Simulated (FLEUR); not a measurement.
# CoW3 (Pm-3m) in FLEUR: further runs

The runs below take CoW3 through band structure, equation of state, with r2SCAN.

Program: FLEUR MaX-R8.1 (later development tree). These are calculated values, not measurements. Logs are shortened: lines on timing, memory, paths and dates and some standing lists are left out, and cuts for length are marked.

### 1 The crystal as given

Symmetry: Pm-3m, No. 221, cubic system. Conventional cell: a = 3.907 Å, b = 3.907 Å, c = 3.907 Å, α = 90.00°, β = 90.00°, γ = 90.00°. W (site symmetry 4/mmm) is surrounded by 8 W at 2.76 Å and 4 Co at 2.76 Å. Co (site symmetry m-3m) is surrounded by 12 W at 2.76 Å.

The cell comes from a database or a generator and needn't be the stable form of this composition.

### 2 Band structure, r2SCAN, collinear spin, ferromagnetic start

File inp.xml:

```xml
<?xml version="1.0" encoding="UTF-8" standalone="no"?>
<fleurInput fleurInputVersion="0.39">
   <comment>
      CoW3                                                                                                
   </comment>
   <calculationSetup>
      <cutoffs Kmax="4.1" Gmax="12.7" GmaxXC="12.7" numbands="0"/>
      <scfLoop itmax="80" minDistance="0.0001" maxIterBroyd="30" imix="Anderson" alpha="0.05" precondParam="0.0" spinf="2.0" sdNocoIR="T"/>
      <coreElectrons ctail="F" frcor="F" kcrel="0" coretail_lmax="0"/>
      <xcFunctional name="LibXC" relativisticCorrections="F">
         <LibXCName exchange="mgga_x_r2scan" correlation="mgga_c_r2scan"/>
         <AuxGGA exchange="117" correlation="130"/>
      </xcFunctional>
      <magnetism jspins="2"/>
      <soc l_soc="F" theta="0.0" phi="0.0" spav="F"/>
      <expertModes spex="0" secvar="F"/>
      <geometryOptimization l_f="F" forcealpha="1.0" forcemix="BFGS" epsdisp="0.00001" epsforce="0.00001"/>
      <ldaU l_linMix="F" mixParam="0.05" spinf="1.0"/>
   </calculationSetup>
   <cell>
      <bzIntegration valenceElectrons="101.0" mode="hist" fermiSmearingEnergy="0.00183747">
         <kPointListSelection listName="default-1"/>
         <!-- k-points included here -->
         <xi:include xmlns:xi="http://www.w3.org/2001/XInclude" href="kpts.xml"> </xi:include>
[... 37 lines left out ...]
         <lo type="SCLO" l="0" n="3" eDeriv="0"/>
         <lo type="SCLO" l="1" n="3" eDeriv="0"/>
         <lo type="SCLO" l="1" n="3" eDeriv="1"/>
         <lo type="SCLO" l="2" n="3" eDeriv="2"/>
         <lo type="SCLO" l="3" n="4" eDeriv="2"/>
      </species>
   </atomSpecies>
   <atomGroups>
      <atomGroup species="Tungsten (W)">
         <relPos label="                   1">1.000/2.000 1.000/2.000 .0000000000</relPos>
         <relPos label="                   2">1.000/2.000 .0000000000 1.000/2.000</relPos>
         <relPos label="                   3">.0000000000 1.000/2.000 1.000/2.000</relPos>
         <force calculate="T" relaxXYZ="TTT"/>
      </atomGroup>
      <atomGroup species="Cobalt (Co2.000">
         <relPos label="                   4">.0000000000 .0000000000 .0000000000</relPos>
         <force calculate="T" relaxXYZ="TTT"/>
      </atomGroup>
   </atomGroups>
   <output dos="F" band="F" slice="F">
      <checks vchk="F" cdinf="F"/>
      <bandDOS minEnergy="-.5*Htr" maxEnergy="0.5*Htr" sigma="0.015" storeEVData="T"/>
      <vacuumDOS vacdos="F" integ="F" star="F" nstars="0" locx1="0.0" locy1="0.0" locx2="0.0" locy2="0.0" nstm="0" tworkf="0.0"/>
      <unfoldingBand unfoldBand="F" supercellX="1" supercellY="1" supercellZ="1"/>
      <plotting iplot="0" polar="F">
         <plot TwoD="T" vec1="  1.0  0.0  0.0" vec2="  0.0  1.0  0.0" vec3="  0.0  0.0  1.0" zero="  0.0  0.0  0.0" file="plot"/>
      </plotting>
      <chargeDensitySlicing numkpt="0" minEigenval="0.0" maxEigenval="0.0" nnne="0" pallst="F"/>
      <specialOutput eonly="F"/>
      <moessbauerParams electricFieldGradient="T" isomerShift="T" coreHyperfine="T" valenceHyperfine="T"/>
      <magneticCircularDichroism mcd="F" energyLo="-10.0" energyUp="0.0"/>
   </output>
  <!-- We include the file relax.xml here to enable relaxations (see documentation) -->
  <xi:include xmlns:xi="http://www.w3.org/2001/XInclude" href="relax.xml"> <xi:fallback/> </xi:include>
</fleurInput>
```

File crystal.txt:

```
CoW3
&input cartesian=F /
3.9073510000  0.0000000000  0.0000000000
0.0000000000  3.9073510000  0.0000000000
0.0000000000  0.0000000000  3.9073510000
1.8897261246
1.0 1.0 1.0

4
74 0.5000000000  0.5000000000  0.0000000000
74 0.5000000000  0.0000000000  0.5000000000
74 0.0000000000  0.5000000000  0.5000000000
27 0.0000000000  0.0000000000  0.0000000000 : 2.000

&kpt div1=7 div2=7 div3=7 gamma=T /
```

File inp.xml (bands):

```
<?xml version="1.0" encoding="UTF-8" standalone="no"?>
<fleurInput fleurInputVersion="0.39">
   <comment>
      CoW3                                                                                                
   </comment>
   <calculationSetup>
      <cutoffs Kmax="4.1" Gmax="12.7" GmaxXC="12.7" numbands="0"/>
      <scfLoop itmax="80" minDistance="0.0001" maxIterBroyd="30" imix="Anderson" alpha="0.05" precondParam="0.0" spinf="2.0" sdNocoIR="T"/>
      <coreElectrons ctail="F" frcor="F" kcrel="0" coretail_lmax="0"/>
      <xcFunctional name="LibXC" relativisticCorrections="F">
         <LibXCName exchange="mgga_x_r2scan" correlation="mgga_c_r2scan"/>
         <AuxGGA exchange="117" correlation="130"/>
      </xcFunctional>
      <magnetism jspins="2"/>
      <soc l_soc="F" theta="0.0" phi="0.0" spav="F"/>
      <expertModes spex="0" secvar="F"/>
      <geometryOptimization l_f="F" forcealpha="1.0" forcemix="BFGS" epsdisp="0.00001" epsforce="0.00001"/>
      <ldaU l_linMix="F" mixParam="0.05" spinf="1.0"/>
   </calculationSetup>
   <cell>
      <bzIntegration valenceElectrons="101.0" mode="hist" fermiSmearingEnergy="0.00183747">
         <kPointListSelection listName="path-1"/>
         <!-- k-points included here -->
         <xi:include xmlns:xi="http://www.w3.org/2001/XInclude" href="kpts.xml"> </xi:include>
      </bzIntegration>
[... 36 lines left out ...]
         <lo type="SCLO" l="0" n="3" eDeriv="0"/>
         <lo type="SCLO" l="1" n="3" eDeriv="0"/>
         <lo type="SCLO" l="1" n="3" eDeriv="1"/>
         <lo type="SCLO" l="2" n="3" eDeriv="2"/>
         <lo type="SCLO" l="3" n="4" eDeriv="2"/>
      </species>
   </atomSpecies>
   <atomGroups>
      <atomGroup species="Tungsten (W)">
         <relPos label="                   1">1.000/2.000 1.000/2.000 .0000000000</relPos>
         <relPos label="                   2">1.000/2.000 .0000000000 1.000/2.000</relPos>
         <relPos label="                   3">.0000000000 1.000/2.000 1.000/2.000</relPos>
         <force calculate="T" relaxXYZ="TTT"/>
      </atomGroup>
      <atomGroup species="Cobalt (Co2.000">
         <relPos label="                   4">.0000000000 .0000000000 .0000000000</relPos>
         <force calculate="T" relaxXYZ="TTT"/>
      </atomGroup>
   </atomGroups>
   <output dos="F" band="T" slice="F">
      <checks vchk="F" cdinf="F"/>
      <bandDOS minEnergy="-.5*Htr" maxEnergy="0.5*Htr" sigma="0.015" storeEVData="T"/>
      <vacuumDOS vacdos="F" integ="F" star="F" nstars="0" locx1="0.0" locy1="0.0" locx2="0.0" locy2="0.0" nstm="0" tworkf="0.0"/>
      <unfoldingBand unfoldBand="F" supercellX="1" supercellY="1" supercellZ="1"/>
      <plotting iplot="0" polar="F">
         <plot TwoD="T" vec1="  1.0  0.0  0.0" vec2="  0.0  1.0  0.0" vec3="  0.0  0.0  1.0" zero="  0.0  0.0  0.0" file="plot"/>
      </plotting>
      <chargeDensitySlicing numkpt="0" minEigenval="0.0" maxEigenval="0.0" nnne="0" pallst="F"/>
      <specialOutput eonly="F"/>
      <moessbauerParams electricFieldGradient="T" isomerShift="T" coreHyperfine="T" valenceHyperfine="T"/>
      <magneticCircularDichroism mcd="F" energyLo="-10.0" energyUp="0.0"/>
   </output>
  <!-- We include the file relax.xml here to enable relaxations (see documentation) -->
  <xi:include xmlns:xi="http://www.w3.org/2001/XInclude" href="relax.xml"> <xi:fallback/> </xi:include>
</fleurInput>
```

Potentials or basis: all-electron, FLAPW.

Started as:

```sh
inpgen -f crystal.txt -profile fastHighL
# inp.xml edited to the form shown
fleur_MPI
fleur_MPI   # second run, on inp.xml (bands)
```

Standard output:

```text
Welcome to FLEUR        (www.flapw.de)
      MaX-Release 8.1          (www.max-centre.eu)
 func_ids         498         497         498         497
 MetaGGA potential functional detected - V_tau will be computed
 Auxiliary Potential for radial basis: exchange=         117  correlation=         130
The functional 'Re-regularized SCAN exchange by Furness et al' is an exchange functional, it belongs to the 'MGGA' family and is defined in the reference(s):
[1] J. W. Furness, A. D. Kaplan, J. Ning, J. P. Perdew, and J. Sun.,  J. Phys. Chem. Lett. 11, 8208-8215 (2020)
[2] J. W. Furness, A. D. Kaplan, J. Ning, J. P. Perdew, and J. Sun.,  J. Phys. Chem. Lett. 11, 9248-9248 (2020)
The functional 'Re-regularized SCAN correlation by Furness et al' is a correlation functional, it belongs to the 'MGGA' family and is defined in the reference(s):
[1] J. W. Furness, A. D. Kaplan, J. Ning, J. P. Perdew, and J. Sun.,  J. Phys. Chem. Lett. 11, 8208-8215 (2020)
[2] J. W. Furness, A. D. Kaplan, J. Ning, J. P. Perdew, and J. Sun.,  J. Phys. Chem. Lett. 11, 9248-9248 (2020)
 Using same functional for VXC and EXC

 ========== k-point set info ==========
 Selected k-point list: default-1
 k-point list type: mesh
 7 x 7 x 7
 Number of k points: 20

 ------------Calculation Setup---------------------------
 Number of MPI-tasks      :            1
 Number of PE/node        :            1
 Number of OMP-threads    :            1
 Most efficient MPI parallelization for:
           1           2           4           5          10          20
 Additional eigenvalue parallelization possible
 Number of basis functions:          614
 Approximate size of matrices (H+S) per k-point:         0.006 GB
 --------------------------------------------------------
The functional 'Hammer, Hansen, and Norskov' is an exchange functional, it belongs to the 'GGA' family and is defined in the reference(s):
[1] B. Hammer, L. B. Hansen, and J. K. Nørskov.,  Phys. Rev. B 59, 7413 (1999)
The functional 'Perdew, Burke & Ernzerhof' is a correlation functional, it belongs to the 'GGA' family and is defined in the reference(s):
[1] J. P. Perdew, K. Burke, and M. Ernzerhof.,  Phys. Rev. Lett. 77, 3865 (1996)
[2] J. P. Perdew, K. Burke, and M. Ernzerhof.,  Phys. Rev. Lett. 78, 1396 (1997)
 Using same functional for VXC and EXC
 Using auxiliary GGA potential for the first iteration of MetaGGA calculation.
 Reset of history
 Reset of history
 Iteration:     1   Distance:      71.38051843 me/bohr^3
The functional 'Hammer, Hansen, and Norskov' is an exchange functional, it belongs to the 'GGA' family and is defined in the reference(s):
[1] B. Hammer, L. B. Hansen, and J. K. Nørskov.,  Phys. Rev. B 59, 7413 (1999)
The functional 'Perdew, Burke & Ernzerhof' is a correlation functional, it belongs to the 'GGA' family and is defined in the reference(s):
[1] J. P. Perdew, K. Burke, and M. Ernzerhof.,  Phys. Rev. Lett. 77, 3865 (1996)
[2] J. P. Perdew, K. Burke, and M. Ernzerhof.,  Phys. Rev. Lett. 78, 1396 (1997)
 Using same functional for VXC and EXC
 Iteration:     2   Distance:      65.78387151 me/bohr^3
The functional 'Hammer, Hansen, and Norskov' is an exchange functional, it belongs to the 'GGA' family and is defined in the reference(s):
[1] B. Hammer, L. B. Hansen, and J. K. Nørskov.,  Phys. Rev. B 59, 7413 (1999)
The functional 'Perdew, Burke & Ernzerhof' is a correlation functional, it belongs to the 'GGA' family and is defined in the reference(s):
[1] J. P. Perdew, K. Burke, and M. Ernzerhof.,  Phys. Rev. Lett. 77, 3865 (1996)
[2] J. P. Perdew, K. Burke, and M. Ernzerhof.,  Phys. Rev. Lett. 78, 1396 (1997)
 Using same functional for VXC and EXC
 Iteration:     3   Distance:      62.44288367 me/bohr^3
The functional 'Hammer, Hansen, and Norskov' is an exchange functional, it belongs to the 'GGA' family and is defined in the reference(s):
[1] B. Hammer, L. B. Hansen, and J. K. Nørskov.,  Phys. Rev. B 59, 7413 (1999)
The functional 'Perdew, Burke & Ernzerhof' is a correlation functional, it belongs to the 'GGA' family and is defined in the reference(s):
[1] J. P. Perdew, K. Burke, and M. Ernzerhof.,  Phys. Rev. Lett. 77, 3865 (1996)
[2] J. P. Perdew, K. Burke, and M. Ernzerhof.,  Phys. Rev. Lett. 78, 1396 (1997)
 Using same functional for VXC and EXC
 Iteration:     4   Distance:       5.89517292 me/bohr^3
The functional 'Hammer, Hansen, and Norskov' is an exchange functional, it belongs to the 'GGA' family and is defined in the reference(s):
[1] B. Hammer, L. B. Hansen, and J. K. Nørskov.,  Phys. Rev. B 59, 7413 (1999)
The functional 'Perdew, Burke & Ernzerhof' is a correlation functional, it belongs to the 'GGA' family and is defined in the reference(s):
[1] J. P. Perdew, K. Burke, and M. Ernzerhof.,  Phys. Rev. Lett. 77, 3865 (1996)
[2] J. P. Perdew, K. Burke, and M. Ernzerhof.,  Phys. Rev. Lett. 78, 1396 (1997)
 Using same functional for VXC and EXC
 Iteration:     5   Distance:       4.38115397 me/bohr^3
The functional 'Hammer, Hansen, and Norskov' is an exchange functional, it belongs to the 'GGA' family and is defined in the reference(s):
[1] B. Hammer, L. B. Hansen, and J. K. Nørskov.,  Phys. Rev. B 59, 7413 (1999)
The functional 'Perdew, Burke & Ernzerhof' is a correlation functional, it belongs to the 'GGA' family and is defined in the reference(s):
[1] J. P. Perdew, K. Burke, and M. Ernzerhof.,  Phys. Rev. Lett. 77, 3865 (1996)
[2] J. P. Perdew, K. Burke, and M. Ernzerhof.,  Phys. Rev. Lett. 78, 1396 (1997)
 Using same functional for VXC and EXC
 Iteration:     6   Distance:       2.26372216 me/bohr^3
The functional 'Hammer, Hansen, and Norskov' is an exchange functional, it belongs to the 'GGA' family and is defined in the reference(s):
[1] B. Hammer, L. B. Hansen, and J. K. Nørskov.,  Phys. Rev. B 59, 7413 (1999)
The functional 'Perdew, Burke & Ernzerhof' is a correlation functional, it belongs to the 'GGA' family and is defined in the reference(s):
[1] J. P. Perdew, K. Burke, and M. Ernzerhof.,  Phys. Rev. Lett. 77, 3865 (1996)
[2] J. P. Perdew, K. Burke, and M. Ernzerhof.,  Phys. Rev. Lett. 78, 1396 (1997)
 Using same functional for VXC and EXC
[... 124 lines left out ...]
[2] J. P. Perdew, K. Burke, and M. Ernzerhof.,  Phys. Rev. Lett. 78, 1396 (1997)
 Using same functional for VXC and EXC
 Iteration:    25   Distance:       0.00069147 me/bohr^3
The functional 'Hammer, Hansen, and Norskov' is an exchange functional, it belongs to the 'GGA' family and is defined in the reference(s):
[1] B. Hammer, L. B. Hansen, and J. K. Nørskov.,  Phys. Rev. B 59, 7413 (1999)
The functional 'Perdew, Burke & Ernzerhof' is a correlation functional, it belongs to the 'GGA' family and is defined in the reference(s):
[1] J. P. Perdew, K. Burke, and M. Ernzerhof.,  Phys. Rev. Lett. 77, 3865 (1996)
[2] J. P. Perdew, K. Burke, and M. Ernzerhof.,  Phys. Rev. Lett. 78, 1396 (1997)
 Using same functional for VXC and EXC
 Iteration:    26   Distance:       0.00035283 me/bohr^3
The functional 'Hammer, Hansen, and Norskov' is an exchange functional, it belongs to the 'GGA' family and is defined in the reference(s):
[1] B. Hammer, L. B. Hansen, and J. K. Nørskov.,  Phys. Rev. B 59, 7413 (1999)
The functional 'Perdew, Burke & Ernzerhof' is a correlation functional, it belongs to the 'GGA' family and is defined in the reference(s):
[1] J. P. Perdew, K. Burke, and M. Ernzerhof.,  Phys. Rev. Lett. 77, 3865 (1996)
[2] J. P. Perdew, K. Burke, and M. Ernzerhof.,  Phys. Rev. Lett. 78, 1396 (1997)
 Using same functional for VXC and EXC
 Iteration:    27   Distance:       0.00024218 me/bohr^3
The functional 'Hammer, Hansen, and Norskov' is an exchange functional, it belongs to the 'GGA' family and is defined in the reference(s):
[1] B. Hammer, L. B. Hansen, and J. K. Nørskov.,  Phys. Rev. B 59, 7413 (1999)
The functional 'Perdew, Burke & Ernzerhof' is a correlation functional, it belongs to the 'GGA' family and is defined in the reference(s):
[1] J. P. Perdew, K. Burke, and M. Ernzerhof.,  Phys. Rev. Lett. 77, 3865 (1996)
[2] J. P. Perdew, K. Burke, and M. Ernzerhof.,  Phys. Rev. Lett. 78, 1396 (1997)
 Using same functional for VXC and EXC
 Iteration:    28   Distance:       0.00013057 me/bohr^3
The functional 'Hammer, Hansen, and Norskov' is an exchange functional, it belongs to the 'GGA' family and is defined in the reference(s):
[1] B. Hammer, L. B. Hansen, and J. K. Nørskov.,  Phys. Rev. B 59, 7413 (1999)
The functional 'Perdew, Burke & Ernzerhof' is a correlation functional, it belongs to the 'GGA' family and is defined in the reference(s):
[1] J. P. Perdew, K. Burke, and M. Ernzerhof.,  Phys. Rev. Lett. 77, 3865 (1996)
[2] J. P. Perdew, K. Burke, and M. Ernzerhof.,  Phys. Rev. Lett. 78, 1396 (1997)
 Using same functional for VXC and EXC
 Iteration:    29   Distance:       0.00008592 me/bohr^3

 ********************************************************************
 Run finished successfully
 Stop message:
   all done
 ********************************************************************
```

Wall time 5.4 min (1 thread of Arm Neoverse V2, shared host); peak memory 0.17 GiB.

Results:

* Free energy: -1357520.7167 eV
* Band gap along the path: none (metal or under the smearing width)
* Net moment: 1.65 μB per cell
* Site moments: W +0.02; Co +1.65 μB
* Valence electrons inside the program's atomic spheres: W 25.76; Co 16.39 (radii W 2.42, Co 2.42 bohr)

Levels at the corners of the path, in eV from the Fermi level:
Spin up:
```tsv
point	band 48	band 49	band 50	band 51	band 52	band 53	band 54	band 55
Γ	-1.14	-1.14	2.74	2.74	2.74	2.89	2.89	2.89
X	-2.50	-0.19	-0.19	-0.08	0.06	0.86	1.90	1.90
M	-2.29	-2.13	-2.13	0.12	0.12	1.10	1.21	1.21
Γ	-1.14	-1.14	2.74	2.74	2.74	2.89	2.89	2.89
R	-0.89	-0.89	0.17	0.17	0.17	1.07	2.37	2.37
X	-2.50	-0.19	-0.19	-0.08	0.06	0.86	1.90	1.90
M	-2.29	-2.13	-2.13	0.12	0.12	1.10	1.21	1.21
R	-0.89	-0.89	0.17	0.17	0.17	1.07	2.37	2.37
```
Spin down:
```
point  band 45  band 46  band 47  band 48  band 49  band 50  band 51  band 52  band 53  band 54
    Γ    -1.05    -1.05    -1.05     1.61     1.61     2.83     2.83     2.83     3.02     3.02
    X    -2.56    -2.04    -2.04     0.03     0.17     0.31     0.31     1.05     1.92     1.92
    M    -2.09    -2.06    -2.06    -2.01    -0.90     0.41     0.66     0.66     1.22     1.22
    Γ    -1.05    -1.05    -1.05     1.61     1.61     2.83     2.83     2.83     3.02     3.02
    R    -0.70    -0.70    -0.70    -0.29    -0.29     0.06     0.06     0.06     1.04     2.72
    X    -2.56    -2.04    -2.04     0.03     0.17     0.31     0.31     1.05     1.92     1.92
    M    -2.09    -2.06    -2.06    -2.01    -0.90     0.41     0.66     0.66     1.22     1.22
    R    -0.70    -0.70    -0.70    -0.29    -0.29     0.06     0.06     0.06     1.04     2.72
```

Core levels (eV from the Fermi level):
| atom | levels |
| --- | --- |
| 1 W | 1s1/2 -69397.3, 2s1/2 -11965.0, 2p1/2 -11439.3, 2p3/2 -10086.5, 3s1/2 -2751.2, 3p1/2 -2517.6, 3p3/2 -2225.0, 4s1/2 -563.1, 3d3/2 -1832.7, 3d5/2 -1769.1, 4p1/2 -466.3, 4p3/2 -398.5, 4d3/2 -239.7, 4d5/2 -227.2 |
| 2 W | 1s1/2 -69397.3, 2s1/2 -11965.0, 2p1/2 -11439.3, 2p3/2 -10086.5, 3s1/2 -2751.2, 3p1/2 -2517.6, 3p3/2 -2225.0, 4s1/2 -563.1, 3d3/2 -1832.7, 3d5/2 -1769.1, 4p1/2 -466.3, 4p3/2 -398.5, 4d3/2 -239.7, 4d5/2 -227.2 |
| 3 W | 1s1/2 -69397.3, 2s1/2 -11965.0, 2p1/2 -11439.3, 2p3/2 -10086.5, 3s1/2 -2751.2, 3p1/2 -2517.6, 3p3/2 -2225.0, 4s1/2 -563.1, 3d3/2 -1832.7, 3d5/2 -1769.1, 4p1/2 -466.3, 4p3/2 -398.5, 4d3/2 -239.7, 4d5/2 -227.2 |
| 4 Co | 1s1/2 -7584.9, 2s1/2 -891.9, 2p1/2 -772.4, 2p3/2 -757.6 |

Caveat: the meta-GGA is that of a development version, with a GGA for the radial functions and cores and without core tails; spin-orbit coupling is left out, which moves the levels of the heavy elements.

[end of part 1 of 2]
